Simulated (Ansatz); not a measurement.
# SiNi: the cost of one run

Computed with Ansatz 0.2.0 (DFT LDA, scalar-relativistic, plane waves, PAW).

2 further runs of the same task are left out: 1 that didn't finish, 1 set aside as unsound or not needed.

## Step 1: The starting structure

It takes space group Pnma (No. 62, orthorhombic). Conventional cell: a = 5.154 Å, b = 3.375 Å, c = 5.620 Å, α = 90.00°, β = 90.00°, γ = 90.00°. Si (site symmetry m) has 6 Ni at 2.29 to 2.41 Å as nearest neighbours. Ni (site symmetry m) is surrounded by 6 Si at 2.29 to 2.41 Å.

Structure file:

```
Si Ni
1.0
     5.15409    0.00000    0.00000
     0.00000    3.37549    0.00000
     0.00000    0.00000    5.61971
Si Ni
4 4
Direct
  0.32125 0.75000 0.08408
  0.17875 0.25000 0.58408
  0.82125 0.75000 0.41592
  0.67875 0.25000 0.91592
  0.00822 0.25000 0.18849
  0.49178 0.75000 0.68849
  0.50822 0.25000 0.31151
  0.99178 0.75000 0.81151
```

It is the result of an earlier relaxation at this level (volume 12.22 Å³/atom; gap on the mesh: none (metal)).

## Step 2: Relaxing with LDA

Contents of input.yaml:

```yaml
crystal:
  lattice:
    - [5.1540864214, 0.0, 0.0]
    - [0.0, 3.3754899881, 0.0]
    - [0.0, 0.0, 5.6197139615]
  atoms:
    - { symbol: Si, position: [0.3212470393, 0.75, 0.0840781272] }
    - { symbol: Si, position: [0.1787529607, 0.25, 0.5840781272] }
    - { symbol: Si, position: [0.8212470393, 0.75, 0.4159218728] }
    - { symbol: Si, position: [0.6787529607, 0.25, 0.9159218728] }
    - { symbol: Ni, position: [0.0082175891, 0.25, 0.1884869317] }
    - { symbol: Ni, position: [0.4917824109, 0.75, 0.6884869317] }
    - { symbol: Ni, position: [0.5082175891, 0.25, 0.3115130683] }
    - { symbol: Ni, position: [0.9917824109, 0.75, 0.8115130683] }
basis:
  ecutwfc: 420
kpoints:
  mp_grid: { grid: [8, 10, 6] }
hamiltonian:
  xc: lda
scf:
  occupations: { method: gaussian, width: 0.1 }
output:
  forces: true
  stress: true
  eigenvalues: true
relax:
  adjacent_minimum: "off"
  f_tol: 0.005
  max_steps: 50
  cell: { stress_tol: 0.05 }
```

Command:

```console
> ansatz run input.yaml --threads 2 --pin off --max-ram 5120MiB --backend cpu --events-out ev --progress --plain --runs-dir out
```

Q: Estimate wall time and peak memory on 2 threads of Intel Xeon at 2.50GHz (Skylake/Cascade Lake), shared host.

About 4.9 min, with a peak of 0.73 GiB.
